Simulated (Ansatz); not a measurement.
**C₃H₉NSi: basis-set convergence**

How large a basis does C₃H₉NSi need? Two functionals are run in growing sets.

Computed with Ansatz 0.2.0, Gaussian basis. Level: one geometry, several basis sets.

Plan: PBE0-D4/def2-SVP; ωB97M-V/def2-SVP; PBE0-D4/def2-QZVPP; ωB97M-V/def2-QZVPP; the functionals' def2-TZVPP values are taken from earlier runs.

## (1) The relaxed structure

An earlier PBE0-D4 in a triple-zeta def2 set relaxation fixed the geometry.

SMILES `C[Si]N(C)C`, 14 atoms, charge 0, spin multiplicity 1.

Atoms are counted from 1 here; the program's logs count them from 0.

Bond lengths: C1–Si2 1.908 Å, C1–H6 1.096 Å, C1–H7 1.096 Å, C1–H8 1.093 Å, Si2–N3 1.719 Å, N3–C4 1.444 Å, N3–C5 1.449 Å, C4–H9 1.088 Å, C4–H10 1.097 Å, C4–H11 1.097 Å, C5–H12 1.097 Å, C5–H13 1.097 Å, C5–H14 1.092 Å. Angles: Si2–C1–H6 112.2°, Si2–C1–H7 112.3°, Si2–C1–H8 109.3°, H6–C1–H7 107.8°, H6–C1–H8 107.6°, H7–C1–H8 107.6°, C1–Si2–N3 101.5°, Si2–N3–C4 129.9°, Si2–N3–C5 118.4°, C4–N3–C5 111.8°, N3–C4–H9 111.2°, N3–C4–H10 110.8°, N3–C4–H11 110.8°, H9–C4–H10 108.3°, H9–C4–H11 108.3°, H10–C4–H11 107.2°, N3–C5–H12 111.1°, N3–C5–H13 111.1° and more.

Geometry (Å):

```xyz
14
charge 0, multiplicity 1
C    -1.9269    0.0839    1.2900
Si   -0.8600    1.3442    0.3348
N     0.3704    0.3323   -0.3109
C     0.5618   -1.0931   -0.1770
C     1.4050    0.9391   -1.1235
H    -2.3448   -0.6866    0.6322
H    -1.3625   -0.4225    2.0812
H    -2.7637    0.6043    1.7623
H    -0.2196   -1.5392    0.4344
H     1.5314   -1.3145    0.2870
H     0.5521   -1.5818   -1.1596
H     2.3972    0.7793   -0.6834
H     1.4151    0.5113   -2.1338
H     1.2316    2.0140   -1.2047
```

## (2) PBE0-D4 in def2-SVP

Contents of in.yaml:

```yaml
crystal:
  periodic: [false, false, false]
  atoms:
    - {symbol: C, position_ang: [-1.926928, 0.083857, 1.290031]}
    - {symbol: Si, position_ang: [-0.859967, 1.344248, 0.334757]}
    - {symbol: N, position_ang: [0.370441, 0.332328, -0.310895]}
    - {symbol: C, position_ang: [0.561794, -1.093109, -0.176987]}
    - {symbol: C, position_ang: [1.404995, 0.939127, -1.123545]}
    - {symbol: H, position_ang: [-2.344849, -0.686650, 0.632231]}
    - {symbol: H, position_ang: [-1.362497, -0.422496, 2.081162]}
    - {symbol: H, position_ang: [-2.763722, 0.604311, 1.762257]}
    - {symbol: H, position_ang: [-0.219631, -1.539167, 0.434369]}
    - {symbol: H, position_ang: [1.531363, -1.314458, 0.286965]}
    - {symbol: H, position_ang: [0.552143, -1.581751, -1.159560]}
    - {symbol: H, position_ang: [2.397159, 0.779287, -0.683394]}
    - {symbol: H, position_ang: [1.415112, 0.511299, -2.133763]}
    - {symbol: H, position_ang: [1.231584, 2.013975, -1.204729]}
basis:
  gaussian: {orbitals: def2-SVP}
hamiltonian: {xc: pbe0, dispersion: d4}
output: {orbitals: {seedname: orbitals}}
```

Started as:

```bash
$ ansatz run in.yaml --threads 4 --pin off --events-out ev --progress --plain --max-ram 10444MiB
```

Output:

```text
Functional definition: PBE0
  name "PBE0"
  cite "Adamo & Barone, J. Chem. Phys. 110, 6158 (1999) doi:10.1063/1.478522"
  cite "Perdew, Burke & Ernzerhof, Phys. Rev. Lett. 77, 3865 (1996) doi:10.1103/PhysRevLett.77.3865"
  parent pbe
  parameter a = 0.25
  parameter kappa = 0.804
  parameter beta = 0.06672455060314922
  exchange = (1 - a)*pbe_x(kappa = kappa, mu = beta*pi^2/3) + a*exact_x
  correlation = pbe_c(beta = beta)
1364 factors; their error is unknown
mean field evaluation 1: about -12600.3568 eV, gradient 6.2e1 eV
mean field evaluation 2: about -12587.1967 eV, gradient 9.4e1 eV
mean field evaluation 4: about -12609.8979 eV, gradient 3.8e0 eV
mean field evaluation 8: about -12609.9403 eV, gradient 7.1e-2 eV
mean field evaluation 16: about -12609.9771 eV, gradient 3.3e-5 eV
mean field -12609.97712531 eV, -463.4081120055 hartree, gradient 3.3e-5 eV, S^2 0.000000; 0 other end points of the search recorded, 0 dependent functions left out
reference -12609.97715385 eV, -463.4081130545 hartree; 24, 24 occupied and 95, 95 virtual orbitals, 1364 factors
Total energy: -12610.24173066 eV, -463.4178360730 hartree
```

Run time: 1.1 s. Hardware: 4 threads of Arm Neoverse V2, shared host; peak memory 0.64 GiB.

## (3) ωB97M-V in def2-SVP

Edit in.yaml of step 2 so:

```diff
@@ -19,3 +19,3 @@
   gaussian: {orbitals: def2-SVP}
-hamiltonian: {xc: pbe0, dispersion: d4}
+hamiltonian: {xc: {name: wB97M-V}}
 output: {orbitals: {seedname: orbitals}}
```

Launched as before.

Output:

```text
Functional definition: wB97M-V
  name "wB97M-V"
  cite "Mardirossian & Head-Gordon, J. Chem. Phys. 144, 214110 (2016) doi:10.1063/1.4952647"
  cite "Becke, J. Chem. Phys. 107, 8554 (1997) doi:10.1063/1.475007"
  cite "Vydrov & Van Voorhis, J. Chem. Phys. 133, 244103 (2010) doi:10.1063/1.3521275"
  # Of w^i u^j: cxij and so on, Table III.
  parameter omega = 0.3/bohr
  parameter cx = 0.15
  parameter cx01 = 1.007
  parameter cx10 = 0.259
  parameter css00 = 0.443
  parameter css04 = -1.437
  parameter css10 = -4.535
  parameter css20 = -3.390
  parameter css43 = 4.278
  parameter cos00 = 1.000
  parameter cos10 = 1.358
  parameter cos20 = 2.924
  parameter cos21 = -8.812
  parameter cos60 = -1.390
  parameter cos61 = 9.142
  parameter b = 6.0
  parameter c = 0.01
  gx(w, u) = 1 - cx + cx01*u + cx10*w
  gss(w, u) = css00 + css04*u^4 + css10*w + css20*w^2 + css43*w^4*u^3
  gos(w, u) = cos00 + cos10*w + (cos20 + cos21*u)*w^2 + (cos60 + cos61*u)*w^6
  exchange = spin_sum(e_x_unif_sr(omega)*gx(b97_w, b97_u_x)) + cx*exact_x_sr(omega) + exact_x_lr(omega)
  correlation = spin_sum(e_c_pw_mod_same_spin*gss(b97_w, b97_u_same))
      + integral(e_c_pw_mod_opposite_spin*gos(b97_w_opposite, b97_u_opposite)) + vv10(b, c)
1364 factors; their error is unknown
372 factors; integrals over basis functions are off by at most 7.2e-6 eV
mean field evaluation 1: about -12610.3975 eV, gradient 4.7e1 eV
mean field evaluation 2: about -12611.5075 eV, gradient 4.3e1 eV
mean field evaluation 4: about -12615.7631 eV, gradient 2.1e0 eV
mean field evaluation 8: about -12615.7858 eV, gradient 9.5e-2 eV
mean field evaluation 16: about -12615.7748 eV, gradient 6.9e-5 eV
mean field -12615.77477258 eV, -463.6211716132 hartree, gradient 1.5e-5 eV, S^2 0.000000; 0 other end points of the search recorded, 0 dependent functions left out
reference -12615.77481764 eV, -463.6211732690 hartree; 24, 24 occupied and 95, 95 virtual orbitals, 1364 factors
Total energy: -12615.77481764 eV, -463.6211732690 hartree
```

It took 4.5 s on 4 threads of Arm Neoverse V2, shared host; peak memory 0.64 GiB.

## (4) PBE0-D4 in def2-QZVPP

Edit in.yaml of step 3 so:

```diff
@@ -18,4 +18,4 @@
 basis:
-  gaussian: {orbitals: def2-SVP}
-hamiltonian: {xc: {name: wB97M-V}}
+  gaussian: {orbitals: "def2-QZVPP.json"}
+hamiltonian: {xc: pbe0, dispersion: d4}
 output: {orbitals: {seedname: orbitals}}
```

The command is unchanged.

Output:

```text
Functional definition: PBE0
  name "PBE0"
  cite "Adamo & Barone, J. Chem. Phys. 110, 6158 (1999) doi:10.1063/1.478522"
  cite "Perdew, Burke & Ernzerhof, Phys. Rev. Lett. 77, 3865 (1996) doi:10.1103/PhysRevLett.77.3865"
  parent pbe
  parameter a = 0.25
  parameter kappa = 0.804
  parameter beta = 0.06672455060314922
  exchange = (1 - a)*pbe_x(kappa = kappa, mu = beta*pi^2/3) + a*exact_x
  correlation = pbe_c(beta = beta)
1639 factors; their error is unknown
mean field evaluation 1: about -12603.4764 eV, gradient 8.2e1 eV
mean field evaluation 2: about -12575.1423 eV, gradient 1.3e2 eV
mean field evaluation 4: about -12618.4093 eV, gradient 7.4e0 eV
mean field evaluation 8: about -12618.5327 eV, gradient 2.6e-1 eV
mean field evaluation 16: about -12618.5366 eV, gradient 2.4e-4 eV
mean field -12618.53656073 eV, -463.7226654556 hartree, gradient 5.7e-5 eV, S^2 0.000000; 0 other end points of the search recorded, 0 dependent functions left out
reference -12618.53660264 eV, -463.7226669957 hartree; 24, 24 occupied and 544, 544 virtual orbitals, 1639 factors
Total energy: -12618.80117945 eV, -463.7323900142 hartree
```

Wall time 9.5 s (4 threads of Arm Neoverse V2, shared host); peak memory 2.2 GiB.

## (5) ωB97M-V in def2-QZVPP

Edit in.yaml of step 4 so:

```diff
@@ -19,3 +19,3 @@
   gaussian: {orbitals: "def2-QZVPP.json"}
-hamiltonian: {xc: pbe0, dispersion: d4}
+hamiltonian: {xc: {name: wB97M-V}}
 output: {orbitals: {seedname: orbitals}}
```

Same command.

Output:

```text
Functional definition: wB97M-V
  name "wB97M-V"
  cite "Mardirossian & Head-Gordon, J. Chem. Phys. 144, 214110 (2016) doi:10.1063/1.4952647"
  cite "Becke, J. Chem. Phys. 107, 8554 (1997) doi:10.1063/1.475007"
  cite "Vydrov & Van Voorhis, J. Chem. Phys. 133, 244103 (2010) doi:10.1063/1.3521275"
  # Of w^i u^j: cxij and so on, Table III.
  parameter omega = 0.3/bohr
  parameter cx = 0.15
  parameter cx01 = 1.007
  parameter cx10 = 0.259
  parameter css00 = 0.443
  parameter css04 = -1.437
  parameter css10 = -4.535
  parameter css20 = -3.390
  parameter css43 = 4.278
  parameter cos00 = 1.000
  parameter cos10 = 1.358
  parameter cos20 = 2.924
  parameter cos21 = -8.812
  parameter cos60 = -1.390
  parameter cos61 = 9.142
  parameter b = 6.0
  parameter c = 0.01
  gx(w, u) = 1 - cx + cx01*u + cx10*w
  gss(w, u) = css00 + css04*u^4 + css10*w + css20*w^2 + css43*w^4*u^3
  gos(w, u) = cos00 + cos10*w + (cos20 + cos21*u)*w^2 + (cos60 + cos61*u)*w^6
  exchange = spin_sum(e_x_unif_sr(omega)*gx(b97_w, b97_u_x)) + cx*exact_x_sr(omega) + exact_x_lr(omega)
  correlation = spin_sum(e_c_pw_mod_same_spin*gss(b97_w, b97_u_same))
      + integral(e_c_pw_mod_opposite_spin*gos(b97_w_opposite, b97_u_opposite)) + vv10(b, c)
1619 factors; their error is unknown
456 factors; integrals over basis functions are off by at most 6.5e-6 eV
mean field evaluation 1: about -12615.4448 eV, gradient 6.4e1 eV
mean field evaluation 2: about -12615.7783 eV, gradient 6.4e1 eV
mean field evaluation 4: about -12624.5962 eV, gradient 3.1e0 eV
mean field evaluation 8: about -12624.6335 eV, gradient 6.3e-2 eV
mean field evaluation 16: about -12624.6308 eV, gradient 8.1e-5 eV
mean field -12624.63082953 eV, -463.9466257030 hartree, gradient 3.1e-5 eV, S^2 0.000000; 0 other end points of the search recorded, 0 dependent functions left out
reference -12624.63089708 eV, -463.9466281856 hartree; 24, 24 occupied and 544, 544 virtual orbitals, 1619 factors
Total energy: -12624.63089708 eV, -463.9466281856 hartree
```

Run time: 21 s. Hardware: 4 threads of Arm Neoverse V2, shared host; peak memory 2.8 GiB.

## (6) Functionals by basis

The def2-TZVPP values come from earlier runs at the same geometry.

```
functional       basis  functions  energy (eV)  from the largest (eV)  HOMO (eV)  LUMO (eV)
   PBE0-D4    def2-SVP        119  -12610.2417                  8.559      -5.80      -0.96
   PBE0-D4  def2-TZVPP        292  -12618.2581                  0.543      -5.88      -1.12
   PBE0-D4  def2-QZVPP        568  -12618.8012                  0.000      -5.92      -1.18
   ωB97M-V    def2-SVP        119  -12615.7748                  8.856      -7.90       1.05
   ωB97M-V  def2-TZVPP        292  -12624.1034                  0.527      -8.00       0.79
   ωB97M-V  def2-QZVPP        568  -12624.6309                  0.000      -8.03       0.62
```

## (7) Summary of results

```
                                       quantity          value
PBE0-D4: double and triple zeta above quadruple  8.56, 0.54 eV
ωB97M-V: double and triple zeta above quadruple  8.86, 0.53 eV
```

**Reading.** PBE0-D4 gains 8.02 eV from double to triple zeta, then 0.54 eV more. These are total energies; as a rule much of such shifts cancels in differences, which this series doesn't test.

For PBE0-D4 the largest set took about 8 times as long as the smallest (9.5 s against 1.1 s).
